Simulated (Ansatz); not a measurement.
# Be2Se3: the cost of one run

Method: DFT PBE, scalar-relativistic, plane waves, PAW, in Ansatz 0.2.0.

## (1) Starting point

The structure is monoclinic, space group C2/m (No. 12). Conventional cell: a = 5.486 Å, b = 5.337 Å, c = 5.663 Å, α = 90.00°, β = 104.25°, γ = 90.00°. Be (site symmetry m) is surrounded by 6 Se at 2.54 to 2.90 Å. Se (site symmetry m) is surrounded by 1 Se at 1.52 Å and 2 Be at 2.54 to 2.63 Å. Se (site symmetry 2/m) is surrounded by 2 Se at 1.52 Å.

Structure file:

```cif
data_structure
_symmetry_space_group_name_H-M 'C2/m'
_symmetry_Int_Tables_number 12
_cell_length_a 5.4860
_cell_length_b 5.3372
_cell_length_c 5.6627
_cell_angle_alpha 90.000
_cell_angle_beta 104.245
_cell_angle_gamma 90.000
_cell_volume 160.70
loop_
_atom_site_label
_atom_site_type_symbol
_atom_site_symmetry_multiplicity
_atom_site_Wyckoff_symbol
_atom_site_fract_x
_atom_site_fract_y
_atom_site_fract_z
_atom_site_occupancy
Be1 Be 4 i 0.69130 0.50000 0.79890 1
Se1 Se 4 i 0.20110 0.50000 0.73850 1
Se2 Se 2 d 0.00000 0.50000 0.50000 1
```

The cell is invented: species swapped into a database cell of Mg2C3 (C2/m, No. 12), with Be on the Mg sites and Se on the C sites. The dimensions are guesses.

## (2) Probe: one point on a coarse mesh

Contents of input.yaml:

```yaml
crystal:
  lattice:
    - [2.74298636, -2.66860604, 0.0]
    - [2.74298636, 2.66860604, 0.0]
    - [-1.39343755, 0.0, 5.48855777]
  atoms:
    - { symbol: Be, position: [0.19129999, 0.19129999, 0.7989] }
    - { symbol: Be, position: [0.80870001, 0.80870001, 0.2011] }
    - { symbol: Se, position: [0.70109998, 0.70109998, 0.73849999] }
    - { symbol: Se, position: [0.29890002, 0.29890002, 0.26150001] }
    - { symbol: Se, position: [0.5, 0.5, 0.5] }
basis:
  ecutwfc: 420
kpoints:
  mp_grid: { grid: [4, 4, 4] }
hamiltonian:
  xc: pbe
scf:
  occupations: { method: gaussian, width: 0.1 }
  lower_state_search: "off"
output:
  forces: true
  stress: true
  eigenvalues: true
```

Run with:

```bash
$ ansatz run input.yaml --threads 1 --pin off --max-ram 2560MiB --backend cpu --events-out ev --progress --plain --runs-dir out
```

What time and memory should one allow on 1 thread of AMD EPYC (Zen 3), shared host?

About 7.2 s, with a peak of 0.37 GiB.
